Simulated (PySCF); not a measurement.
# Bi(OH)5: other functionals and bases at one geometry

Aim: see how levels, charges and forces of Bi(OH)5 depend on the level of theory. The species was built from a template and needn't be a known compound.

The runs use PySCF 2.14.0; several levels, as the steps say, no spin–orbit coupling.

3 further runs of the same task are left out: 2 for a known fault of the program, 1 that didn't finish.

**1. Starting geometry**

11 atoms, charge 0, spin multiplicity 1.

Bond lengths: Bi1–O2 2.102 Å, Bi1–O4 2.142 Å, Bi1–O6 2.087 Å, Bi1–O8 2.087 Å, Bi1–O10 2.079 Å, O2–H3 0.972 Å, O4–H5 0.971 Å, O6–H7 0.974 Å, O8–H9 0.973 Å, O10–H11 0.974 Å. Angles: O2–Bi1–O4 90.4°, O2–Bi1–O6 122.6°, O2–Bi1–O8 87.5°, O2–Bi1–O10 119.7°, O4–Bi1–O6 90.3°, O4–Bi1–O8 177.8°, O4–Bi1–O10 85.5°, O6–Bi1–O8 91.4°, O6–Bi1–O10 117.6°, O8–Bi1–O10 94.9°, Bi1–O2–H3 106.7°, Bi1–O4–H5 110.8°, Bi1–O6–H7 104.3°, Bi1–O8–H9 104.8°, Bi1–O10–H11 104.4°.

Geometry (Å):

```
Bi   -0.0184    0.0106    0.0402
O    -0.2568   -0.0561    2.1273
H     0.5892   -0.3633    2.4947
O     2.1070   -0.1341    0.2626
H     2.4457    0.5863    0.8188
O     0.2008    1.8009   -1.0096
H     1.1490    1.8382   -1.2276
O    -2.0973    0.1207   -0.1019
H    -2.4179   -0.0752    0.7962
O     0.1382   -1.7624   -1.0348
H     1.0934   -1.9540   -1.0490
```

Formal oxidation states: Bi +5. An earlier session relaxed this geometry at B3LYP, Bi def2-SVP with ECP60, O def2-SVP, H def2-SVP (singlet, point group C1).

At B3LYP on the finer grid: E = -593.445311 Eh, HOMO -8.47 eV, LUMO -4.08 eV, Mulliken charge on Bi1 +1.32 e, largest force component 0.026 eV/Å. 

Levels to run: CAM-B3LYP; r2SCAN; TPSSh; TPSS; B3LYP, TZVP; B3LYP, x2c-SVP. Hardware: 2 threads of AMD EPYC 9R45 (Zen 5), shared host.

**2. CAM-B3LYP**

Input file run.py (the lines that set the calculation):

```python
mol = gto.M(atom='''
Bi    -0.01843     0.01060     0.04024
O     -0.25682    -0.05609     2.12734
H      0.58924    -0.36329     2.49474
O      2.10703    -0.13406     0.26257
H      2.44568     0.58625     0.81879
O      0.20082     1.80085    -1.00961
H      1.14897     1.83819    -1.22756
O     -2.09727     0.12069    -0.10186
H     -2.41786    -0.07516     0.79617
O      0.13818    -1.76240    -1.03477
H      1.09341    -1.95396    -1.04903''',
    basis={'Bi': 'def2-SVP', 'O': 'def2-SVP', 'H': 'def2-SVP'},
    ecp={'Bi': 'def2-SVP'},
    charge=0, spin=0)
mf = dft.RKS(mol, xc='CAMB3LYP')
mf.grids.atom_grid = (75, 302)
mf = mf.density_fit()  # fitting sets: Bi def2-universal-JKFIT, O def2-universal-JKFIT, H def2-universal-JKFIT
mf.conv_tol = 1e-08; mf.max_cycle = 55
mf.kernel(dm0)  # dm0: the density of the relaxed state
```

Launch:

```sh
OMP_NUM_THREADS=2 python run.py
```

The log of the run:

```text
init E= -593.213959206078
  HOMO = -0.369256783503473  LUMO = -0.105281717302212  gap/eV = 7.18313
cycle= 1 E= -593.215707022245  delta_E= -0.00175  |g|= 0.0194  |ddm|= 0.173
  HOMO = -0.371118049248356  LUMO = -0.107746267463334  gap/eV = 7.16671
cycle= 2 E= -593.215806229991  delta_E= -9.92e-05  |g|= 0.0116  |ddm|= 0.0402
  HOMO = -0.371001911167963  LUMO = -0.106582815406291  gap/eV = 7.19521
cycle= 3 E= -593.215832759845  delta_E= -2.65e-05  |g|= 0.00696  |ddm|= 0.0226
  HOMO = -0.370530666098609  LUMO = -0.106178899959879  gap/eV = 7.19338
cycle= 4 E= -593.215842167549  delta_E= -9.41e-06  |g|= 0.00219  |ddm|= 0.00635
  HOMO = -0.37061450687405  LUMO = -0.106233160053705  gap/eV = 7.19418
cycle= 5 E= -593.215843258106  delta_E= -1.09e-06  |g|= 0.00117  |ddm|= 0.00343
  HOMO = -0.370666708421546  LUMO = -0.106293635002366  gap/eV = 7.19396
cycle= 6 E= -593.215843539964  delta_E= -2.82e-07  |g|= 0.000163  |ddm|= 0.00109
  HOMO = -0.370674602286711  LUMO = -0.106284745335628  gap/eV = 7.19441
cycle= 7 E= -593.215843549107  delta_E= -9.14e-09  |g|= 0.000134  |ddm|= 0.00034
  HOMO = -0.37066609160946  LUMO = -0.106282538740047  gap/eV = 7.19424
cycle= 8 E= -593.215843553442  delta_E= -4.34e-09  |g|= 3.12e-05  |ddm|= 0.000146
  HOMO = -0.370670652535679  LUMO = -0.106285727814338  gap/eV = 7.19428
Extra cycle  E= -593.21584355356  delta_E= -1.17e-10  |g|= 3.83e-05  |ddm|= 6.39e-05
converged SCF energy = -593.21584355356
```

Run time: 6.2 s. Hardware: 2 threads of AMD EPYC 9R45 (Zen 5), shared host.

Result: E = -593.215844 Eh, HOMO -10.09 eV, LUMO -2.89 eV, Mulliken charge on Bi1 +1.33 e, largest force component 0.531 eV/Å. 

**3. r2SCAN**

run.py (the lines that set the calculation), as its differences from that of step 2:

```diff
@@ -15,3 +15,3 @@
     charge=0, spin=0)
-mf = dft.RKS(mol, xc='CAMB3LYP')
+mf = dft.RKS(mol, xc='R2SCAN')
 mf.grids.atom_grid = (75, 302)
```

Launch:

```sh
OMP_NUM_THREADS=2 python run.py
```

The log of the run:

```text
init E= -593.302267833905
  HOMO = -0.273399149839325  LUMO = -0.167568930466842  gap/eV = 2.87979
cycle= 1 E= -593.303189998831  delta_E= -0.000922  |g|= 0.0629  |ddm|= 0.197
  HOMO = -0.280850985790561  LUMO = -0.170670593665232  gap/eV = 2.99816
cycle= 2 E= -593.300997927679  delta_E= 0.00219  |g|= 0.12  |ddm|= 0.181
  HOMO = -0.274452730560941  LUMO = -0.167829905026533  gap/eV = 2.90135
cycle= 3 E= -593.303987154079  delta_E= -0.00299  |g|= 0.0134  |ddm|= 0.122
  HOMO = -0.275475175889624  LUMO = -0.167887596154856  gap/eV = 2.92761
cycle= 4 E= -593.304027318965  delta_E= -4.02e-05  |g|= 0.00279  |ddm|= 0.0161
  HOMO = -0.275242474292104  LUMO = -0.167956870084975  gap/eV = 2.91939
cycle= 5 E= -593.304027600379  delta_E= -2.81e-07  |g|= 0.00265  |ddm|= 0.00545
  HOMO = -0.275419791068931  LUMO = -0.167954866449044  gap/eV = 2.92427
cycle= 6 E= -593.304029203233  delta_E= -1.6e-06  |g|= 0.000231  |ddm|= 0.00276
  HOMO = -0.275395519588455  LUMO = -0.167927709142077  gap/eV = 2.92435
cycle= 7 E= -593.304029209955  delta_E= -6.72e-09  |g|= 0.00015  |ddm|= 0.000384
  HOMO = -0.275396012685979  LUMO = -0.167928869198619  gap/eV = 2.92433
cycle= 8 E= -593.304029213325  delta_E= -3.37e-09  |g|= 8.93e-05  |ddm|= 0.000225
  HOMO = -0.275399903380805  LUMO = -0.167934230718956  gap/eV = 2.92429
Extra cycle  E= -593.304029198902  delta_E= 1.44e-08  |g|= 0.000265  |ddm|= 0.000344
converged SCF energy = -593.304029198902
```

It took 8.4 s on 2 threads of AMD EPYC 9R45 (Zen 5), shared host.

Result: E = -593.304029 Eh, HOMO -7.49 eV, LUMO -4.57 eV, Mulliken charge on Bi1 +1.34 e, largest force component 0.086 eV/Å. 

**4. TPSSh**

run.py (the lines that set the calculation), as its differences from that of step 3:

```diff
@@ -15,3 +15,3 @@
     charge=0, spin=0)
-mf = dft.RKS(mol, xc='R2SCAN')
+mf = dft.RKS(mol, xc='TPSSH')
 mf.grids.atom_grid = (75, 302)
```

Launch:

```sh
OMP_NUM_THREADS=2 python run.py
```

The log of the run:

```text
init E= -593.309288796512
  HOMO = -0.28782907060916  LUMO = -0.154420904437394  gap/eV = 3.63022
cycle= 1 E= -593.30983844907  delta_E= -0.00055  |g|= 0.0555  |ddm|= 0.129
  HOMO = -0.294695122277398  LUMO = -0.158511127864998  gap/eV = 3.70576
cycle= 2 E= -593.308488511628  delta_E= 0.00135  |g|= 0.0987  |ddm|= 0.133
  HOMO = -0.28997950658312  LUMO = -0.155383517772734  gap/eV = 3.66254
cycle= 3 E= -593.310444642943  delta_E= -0.00196  |g|= 0.00873  |ddm|= 0.0913
  HOMO = -0.289511414395518  LUMO = -0.155271841072857  gap/eV = 3.65284
cycle= 4 E= -593.31045388568  delta_E= -9.24e-06  |g|= 0.00567  |ddm|= 0.0134
  HOMO = -0.28949352707472  LUMO = -0.155229863944506  gap/eV = 3.65350
cycle= 5 E= -593.310460466603  delta_E= -6.58e-06  |g|= 0.0016  |ddm|= 0.00634
  HOMO = -0.289641559063337  LUMO = -0.155247007118547  gap/eV = 3.65706
cycle= 6 E= -593.310461016307  delta_E= -5.5e-07  |g|= 0.000297  |ddm|= 0.00176
  HOMO = -0.289635240010654  LUMO = -0.155275354977551  gap/eV = 3.65612
cycle= 7 E= -593.310461035351  delta_E= -1.9e-08  |g|= 8.67e-05  |ddm|= 0.000446
  HOMO = -0.289631698648401  LUMO = -0.15527130443817  gap/eV = 3.65613
cycle= 8 E= -593.310461036381  delta_E= -1.03e-09  |g|= 5.64e-05  |ddm|= 0.000118
  HOMO = -0.289635102258519  LUMO = -0.155268728346069  gap/eV = 3.65630
Extra cycle  E= -593.31046103229  delta_E= 4.09e-09  |g|= 0.000147  |ddm|= 0.00019
converged SCF energy = -593.31046103229
```

Run time: 8.4 s. Hardware: 2 threads of AMD EPYC 9R45 (Zen 5), shared host.

Result: E = -593.310461 Eh, HOMO -7.88 eV, LUMO -4.23 eV, Mulliken charge on Bi1 +1.31 e, largest force component 0.215 eV/Å. 

**5. TPSS**

run.py (the lines that set the calculation), as its differences from that of step 4:

```diff
@@ -15,3 +15,3 @@
     charge=0, spin=0)
-mf = dft.RKS(mol, xc='TPSSH')
+mf = dft.RKS(mol, xc='TPSS')
 mf.grids.atom_grid = (75, 302)
```

Launch:

```sh
OMP_NUM_THREADS=2 python run.py
```

The log of the run:

```text
init E= -593.364098382615
  HOMO = -0.259261997567127  LUMO = -0.163462274052183  gap/eV = 2.60684
cycle= 1 E= -593.365051745606  delta_E= -0.000953  |g|= 0.085  |ddm|= 0.253
  HOMO = -0.269023873981524  LUMO = -0.166567199373304  gap/eV = 2.78799
cycle= 2 E= -593.359701580858  delta_E= 0.00535  |g|= 0.18  |ddm|= 0.277
  HOMO = -0.260212135551557  LUMO = -0.163067460871307  gap/eV = 2.64344
cycle= 3 E= -593.366346083948  delta_E= -0.00664  |g|= 0.0381  |ddm|= 0.197
  HOMO = -0.262009032496146  LUMO = -0.163251025863531  gap/eV = 2.68734
cycle= 4 E= -593.366654679984  delta_E= -0.000309  |g|= 0.0103  |ddm|= 0.0495
  HOMO = -0.261597008472385  LUMO = -0.163649366476761  gap/eV = 2.66529
cycle= 5 E= -593.366671999186  delta_E= -1.73e-05  |g|= 0.00608  |ddm|= 0.0154
  HOMO = -0.262063380421188  LUMO = -0.163640123080381  gap/eV = 2.67823
cycle= 6 E= -593.366680253216  delta_E= -8.25e-06  |g|= 0.000915  |ddm|= 0.00656
  HOMO = -0.261976794570256  LUMO = -0.163573971987883  gap/eV = 2.67768
cycle= 7 E= -593.366680424151  delta_E= -1.71e-07  |g|= 0.000266  |ddm|= 0.00116
  HOMO = -0.261971311121084  LUMO = -0.163577938636507  gap/eV = 2.67742
cycle= 8 E= -593.366680433027  delta_E= -8.88e-09  |g|= 0.000183  |ddm|= 0.000419
  HOMO = -0.261975380838412  LUMO = -0.163583450200658  gap/eV = 2.67738
cycle= 9 E= -593.36668044063  delta_E= -7.6e-09  |g|= 2.01e-05  |ddm|= 0.000196
  HOMO = -0.261977309295013  LUMO = -0.163581745460117  gap/eV = 2.67748
Extra cycle  E= -593.366680439948  delta_E= 6.82e-10  |g|= 5.8e-05  |ddm|= 8.84e-05
converged SCF energy = -593.366680439948
```

It took 8.4 s on 2 threads of AMD EPYC 9R45 (Zen 5), shared host.

Read off: E = -593.366680 Eh, HOMO -7.13 eV, LUMO -4.45 eV, Mulliken charge on Bi1 +1.23 e, largest force component 0.458 eV/Å. 

**6. B3LYP, TZVP**

Basis: Bi def2-TZVP with ECP60, O def2-TZVP, H def2-TZVP. 

run.py (the lines that set the calculation), as its differences from that of step 5:

```diff
@@ -12,6 +12,6 @@
 H      1.09341    -1.95396    -1.04903''',
-    basis={'Bi': 'def2-SVP', 'O': 'def2-SVP', 'H': 'def2-SVP'},
-    ecp={'Bi': 'def2-SVP'},
+    basis={'Bi': 'def2-TZVP', 'O': 'def2-TZVP', 'H': 'def2-TZVP'},
+    ecp={'Bi': 'def2-TZVP'},
     charge=0, spin=0)
-mf = dft.RKS(mol, xc='TPSS')
+mf = dft.RKS(mol, xc='B3LYP')
 mf.grids.atom_grid = (75, 302)
@@ -19,2 +19,2 @@
 mf.conv_tol = 1e-08; mf.max_cycle = 55
-mf.kernel(dm0)  # dm0: the density of the relaxed state
+mf.kernel(dm0)  # dm0: free metal ions and neutral atoms
```

Launch:

```sh
OMP_NUM_THREADS=2 python run.py
```

The log of the run:

```text
init E= -598.4277087144
  HOMO = -0.358370251546496  LUMO = -0.229758859303558  gap/eV = 3.49969
cycle= 1 E= -593.881982257414  delta_E= 4.55  |g|= 0.672  |ddm|= 2.78
  HOMO = -0.25257527080283  LUMO = -0.123427414687811  gap/eV = 3.51429
cycle= 2 E= -593.767456509544  delta_E= 0.115  |g|= 1.05  |ddm|= 1.24
  HOMO = -0.327708006641328  LUMO = -0.165521102676568  gap/eV = 4.41333
cycle= 3 E= -593.9644532961  delta_E= -0.197  |g|= 0.137  |ddm|= 0.795
  HOMO = -0.3238342365592  LUMO = -0.166550798595516  gap/eV = 4.27990
cycle= 4 E= -593.96475077075  delta_E= -0.000297  |g|= 0.127  |ddm|= 0.181
  HOMO = -0.326804029893865  LUMO = -0.165165525608113  gap/eV = 4.39841
cycle= 5 E= -593.967648844189  delta_E= -0.0029  |g|= 0.0283  |ddm|= 0.101
  HOMO = -0.326932676751317  LUMO = -0.164284202925405  gap/eV = 4.42589
cycle= 6 E= -593.967799823759  delta_E= -0.000151  |g|= 0.00857  |ddm|= 0.0281
  HOMO = -0.327461564228614  LUMO = -0.164574940916669  gap/eV = 4.43237
cycle= 7 E= -593.967809929277  delta_E= -1.01e-05  |g|= 0.00448  |ddm|= 0.00913
  HOMO = -0.327418607498116  LUMO = -0.16471015182071  gap/eV = 4.42752
cycle= 8 E= -593.967813837559  delta_E= -3.91e-06  |g|= 0.000481  |ddm|= 0.00389
  HOMO = -0.32740127761712  LUMO = -0.164689804622274  gap/eV = 4.42760
cycle= 9 E= -593.967813818641  delta_E= 1.89e-08  |g|= 0.000581  |ddm|= 0.000733
  HOMO = -0.327402778936497  LUMO = -0.164683905360313  gap/eV = 4.42781
cycle= 10 E= -593.967813884154  delta_E= -6.55e-08  |g|= 3.95e-05  |ddm|= 0.000408
  HOMO = -0.327401631185439  LUMO = -0.164681608135403  gap/eV = 4.42784
cycle= 11 E= -593.967813884393  delta_E= -2.39e-10  |g|= 2.04e-05  |ddm|= 4.26e-05
  HOMO = -0.327402228636034  LUMO = -0.164682236112323  gap/eV = 4.42784
Extra cycle  E= -593.96781388401  delta_E= 3.83e-10  |g|= 4.92e-05  |ddm|= 4.73e-05
converged SCF energy = -593.96781388401
```

Wall time 15 s (2 threads of AMD EPYC 9R45 (Zen 5), shared host).

It gives: E = -593.967814 Eh, HOMO -8.91 eV, LUMO -4.48 eV, Mulliken charge on Bi1 +1.57 e, largest force component 0.536 eV/Å. 

**7. B3LYP, x2c-SVP**

Basis: Bi x2c-SVPall, O x2c-SVPall, H x2c-SVPall. All electrons are treated, with the spin-free X2C Hamiltonian.

run.py (the lines that set the calculation), as its differences from that of step 6:

```diff
@@ -12,8 +12,9 @@
 H      1.09341    -1.95396    -1.04903''',
-    basis={'Bi': 'def2-TZVP', 'O': 'def2-TZVP', 'H': 'def2-TZVP'},
-    ecp={'Bi': 'def2-TZVP'},
+    basis={'Bi': 'x2c-SVPall', 'O': 'x2c-SVPall', 'H': 'x2c-SVPall'},
+    nucmod='G',
     charge=0, spin=0)
 mf = dft.RKS(mol, xc='B3LYP')
-mf.grids.atom_grid = (75, 302)
-mf = mf.density_fit()  # fitting sets: Bi def2-universal-JKFIT, O def2-universal-JKFIT, H def2-universal-JKFIT
+mf.grids.atom_grid = (99, 590)
+mf = mf.density_fit()  # fitting sets: Bi AutoAux, O AutoAux, H AutoAux
+mf = mf.sfx2c1e()
 mf.conv_tol = 1e-08; mf.max_cycle = 55
```

Launch:

```sh
OMP_NUM_THREADS=2 python run.py
```

The log of the run:

```text
init E= -21918.2921728528
  HOMO = -0.348971458912256  LUMO = -0.219208875414086  gap/eV = 3.53102
cycle= 1 E= -21913.3425006089  delta_E= 4.95  |g|= 0.649  |ddm|= 3.55
  HOMO = -0.23459742399441  LUMO = -0.111659699240379  gap/eV = 3.34531
cycle= 2 E= -21913.2271671299  delta_E= 0.115  |g|= 1.03  |ddm|= 1.52
  HOMO = -0.30899474075269  LUMO = -0.150009713679355  gap/eV = 4.32620
cycle= 3 E= -21913.4296328044  delta_E= -0.202  |g|= 0.124  |ddm|= 1.02
  HOMO = -0.306317713661152  LUMO = -0.151375481840797  gap/eV = 4.21619
cycle= 4 E= -21913.4307556513  delta_E= -0.00112  |g|= 0.0982  |ddm|= 0.199
  HOMO = -0.310563772783182  LUMO = -0.150613778427628  gap/eV = 4.35246
cycle= 5 E= -21913.432685901  delta_E= -0.00193  |g|= 0.0195  |ddm|= 0.102
  HOMO = -0.30990971365881  LUMO = -0.149631758173514  gap/eV = 4.36139
cycle= 6 E= -21913.4327389049  delta_E= -5.3e-05  |g|= 0.012  |ddm|= 0.0309
  HOMO = -0.310478339493658  LUMO = -0.149685816299464  gap/eV = 4.37539
cycle= 7 E= -21913.432767107  delta_E= -2.82e-05  |g|= 0.00334  |ddm|= 0.014
  HOMO = -0.31052792615303  LUMO = -0.149882747855832  gap/eV = 4.37138
cycle= 8 E= -21913.4327692863  delta_E= -2.18e-06  |g|= 0.00048  |ddm|= 0.00379
  HOMO = -0.310526829224797  LUMO = -0.149893031100686  gap/eV = 4.37107
cycle= 9 E= -21913.4327692869  delta_E= -5.93e-10  |g|= 0.00049  |ddm|= 0.000864
  HOMO = -0.31053135495173  LUMO = -0.149892755426334  gap/eV = 4.37120
cycle= 10 E= -21913.4327693373  delta_E= -5.04e-08  |g|= 3.07e-05  |ddm|= 0.000439
  HOMO = -0.310530261896082  LUMO = -0.149890705889774  gap/eV = 4.37122
cycle= 11 E= -21913.4327693373  delta_E= -1.46e-11  |g|= 3.22e-05  |ddm|= 5.7e-05
  HOMO = -0.310530979326964  LUMO = -0.149891033144558  gap/eV = 4.37124
Extra cycle  E= -21913.4327693362  delta_E= 1.08e-09  |g|= 7.82e-05  |ddm|= 9.75e-05
converged SCF energy = -21913.4327693362
```

Wall time 29 s (2 threads of AMD EPYC 9R45 (Zen 5), shared host).

It gives: E = -21913.432769 Eh, HOMO -8.45 eV, LUMO -4.08 eV, Mulliken charge on Bi1 +1.43 e, largest force component 0.387 eV/Å. 

**8. All levels side by side**

| level | state | HOMO (eV) | gap (eV) | charge on Bi1 (e) | dipole (D) | largest force (eV/Å) | basis functions | time |
| --- | --- | --- | --- | --- | --- | --- | --- | --- |
| B3LYP (relaxed here) | singlet | -8.47 | 4.38 | 1.32 | 3.83 | 0.03 | 121 | 13 s |
| CAM-B3LYP | singlet | -10.09 | 7.19 | 1.33 | 3.95 | 0.53 | 121 | 6.2 s |
| r2SCAN | singlet | -7.49 | 2.92 | 1.34 | 3.85 | 0.09 | 121 | 8.4 s |
| TPSSh | singlet | -7.88 | 3.66 | 1.31 | 3.78 | 0.22 | 121 | 8.4 s |
| TPSS | singlet | -7.13 | 2.68 | 1.23 | 3.70 | 0.46 | 121 | 8.4 s |
| B3LYP, TZVP | singlet | -8.91 | 4.43 | 1.57 | 3.72 | 0.54 | 235 | 15 s |
| B3LYP, x2c-SVP | singlet | -8.45 | 4.37 | 1.43 | 3.79 | 0.39 | 157 | 29 s |

Times are on 2 threads of AMD EPYC 9R45 (Zen 5), shared host; the first row also made further properties.

In one basis the HOMO–LUMO gap runs from 2.68 eV (TPSS) to 7.19 eV (CAM-B3LYP). The largest leftover force, 0.54 eV/Å with B3LYP, TZVP, stands at a geometry relaxed at another level. The Mulliken charge on Bi spans +1.23 to +1.57 e over the levels. Total energies of different levels can't be compared. Spin–orbit coupling is left out throughout.
